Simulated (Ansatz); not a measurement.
I need a relaxed scan of one distance of BBrH2, SMILES BBr. Use the Python package of Ansatz (0.2.0). Settings (for the species named): PBE, def2-SVP basis, multiplicity 1.

```yaml
atoms:
  - { symbol: B, position_ang: [-0.1374, -0.0102, -0.0834] }
  - { symbol: Br, position_ang: [1.5478, -0.3555, 0.8146] }
  - { symbol: H, position_ang: [-1.1798, -0.5956, 0.1592] }
  - { symbol: H, position_ang: [-0.1751, 0.9010, -0.9107] }
```

`relaxed_scan.py`
```python
# -*- coding: utf-8 -*-
from dataclasses import dataclass

import ansatz as az
import numpy as np


@dataclass
class Options:
    basis_set: str = 'def2-SVP'
    xc: str = 'PBE'


settings = Options()

geometry_ang = [
    ('B', (-0.1374, -0.0102, -0.0834)),
    ('Br', (1.5478, -0.3555, 0.8146)),
    ('H', (-1.1798, -0.5956, 0.1592)),
    ('H', (-0.1751, 0.901, -0.9107)),
]
geometry = az.Crystal.molecule()
for symbol, xyz in geometry_ang:
    geometry = geometry.atom(symbol, xyz)

model = (
    geometry.calculation()
    .basis(gaussian=settings.basis_set)
    .functional(settings.xc)
)
symbols = [site.symbol for site in geometry.cartesian_sites]
pairs = [(0, 1), (0, 2), (0, 3)]
print('held (A)   E (eV)        ', '  '.join(f'{symbols[i]}{i}-{symbols[j]}{j}' for i, j in pairs))
for length in [1.79, 1.94, 2.1, 2.33, 2.62]:
    summary = model.relax(constraints=[az.DistanceConstraint((0, 1), at=length)], force_tolerance=0.02, max_steps=60).run(threads=1, backend='cpu').report
    xyz = np.array(summary['positions_ang'])
    print(f'{length:6.2f} {summary["free_energy_ev"]:14.5f}  ', '  '.join(f'{np.linalg.norm(xyz[i] - xyz[j]):.3f}' for i, j in pairs))
```

Output of `python relaxed_scan.py`:
```text
held (A)   E (eV)         B0-Br1  B0-H2  B0-H3
DeckWarning: relax.constraints: the input's atoms, or those drawn, lie off the distances that are held; a relaxation that starts there is brought onto them ahead of its first SCF, by positions alone, [...]
  1.79   -70734.35097   1.790  1.213  1.213
  1.94   -70734.47476   1.940  1.210  1.210
  2.10   -70734.20795   2.100  1.208  1.207
  2.33   -70733.53816   2.330  1.203  1.203
  2.62   -70732.61364   2.620  1.201  1.201
```
(Warnings from the package without file and line, shortened, repeats left out.)

Notes:
- Total energies depend on the basis set; only differences at equal settings carry meaning.
- The energies are electronic: no zero-point or thermal terms, and the basis set is short of its limit.
- Finished in 20 s on 1 thread of Arm Neoverse V2, on a shared host, peak memory 0.18 GiB.
